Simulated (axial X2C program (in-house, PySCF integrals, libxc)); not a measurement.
# CuCN⁺: the levels of the configuration d9 s0 p(π)0

Which Ω levels does CuCN⁺ have in the configuration d9 s0 p(π)0, and how far apart?

Program: an in-house X2C program for linear molecules on PySCF integrals. Level of theory: two-component X2C, average-of-configuration Hartree–Fock and CI in the open shells. These are calculated values, not measurements.

All values are calculated.

### 1 Set-up

The input, task.json:

```json
{"zs": [29, 6, 7], "q": 1, "bas": ["dyall-v3z", "dyall-v3z", "dyall-v3z"], "r0": 1.87, "metal": 0, "shells": [[2, [0, 1, 2], 9], [0, [0], 0], [1, [1], 0]], "fix": 0, "emax": 3.2, "nroots": 4, "r2": 1.16}
```

Keys: zs atomic numbers; q charge; bas basis sets; r0 starting distance in Å; metal index of the metal atom; shells open shells as [l, |m| values, electrons]; fix electron count of the first shell held; emax energy window in eV; nroots roots for each Ω; r2 second bond in Å, held.

Command:

```sh
> python soci.py task.json out
```

Two-component X2C with atomic mean-field Coulomb and Gaunt terms, basis Cu dyall-v3z, C dyall-v3z, N dyall-v3z (cores contracted in-house). Orbitals come from Hartree–Fock averaged over the configuration Cu d9 s0 p(π)0; CI then distributes these electrons over the d, s, p(π) shells of Cu.

### 2 CI at Cu–C–N held linear, bonds 1.901 and 1.160 Å (the second held)

What does the calculation give? Wanted: lowest level of the model; next level; lowest curve, Re and ωe.

The runs gave:

| quantity | value |
| --- | --- |
| lowest level of the model | Ω = 1/2, g∥ = 1.86, 100% d9 |
| next level | Ω = 3/2, 2395 cm⁻¹ higher |
| lowest curve, Re and ωe | 1.883 Å, 547.5 cm⁻¹ |

In words: In the lowest level ⟨Sz⟩ = 0.43 and ⟨Lz⟩ = 0.07; its leading determinant has weight 0.99 among 1593. From 1.901 to 2.053 Å the gap from the lowest to the fifth level goes from 5095 to 4643 cm⁻¹. Without dynamic correlation distances can be off by several hundredths of an Å, and the wavenumbers are rough. Dynamic correlation is missing, so gaps between terms are too wide and other configurations may lie lower; the lowest level listed is that of this model, not necessarily the ground state. For d shells the ligand-field splittings (σ, π, δ) and their order can be off by a thousand cm⁻¹ or more. At most 4 roots were kept for each Ω > 0 (twice that for Ω = 0) within 3.2 eV of the lowest, so higher up levels can be missing between those listed; levels with Ω > 0 are doubly degenerate and listed once, Ω = 0 levels singly. Some active spinors are only partly of the character that their shell is named for, so the shell names and counts are nominal. States that fill the shells left empty in the average are placed too high. The molecule was held linear; bending was not examined.
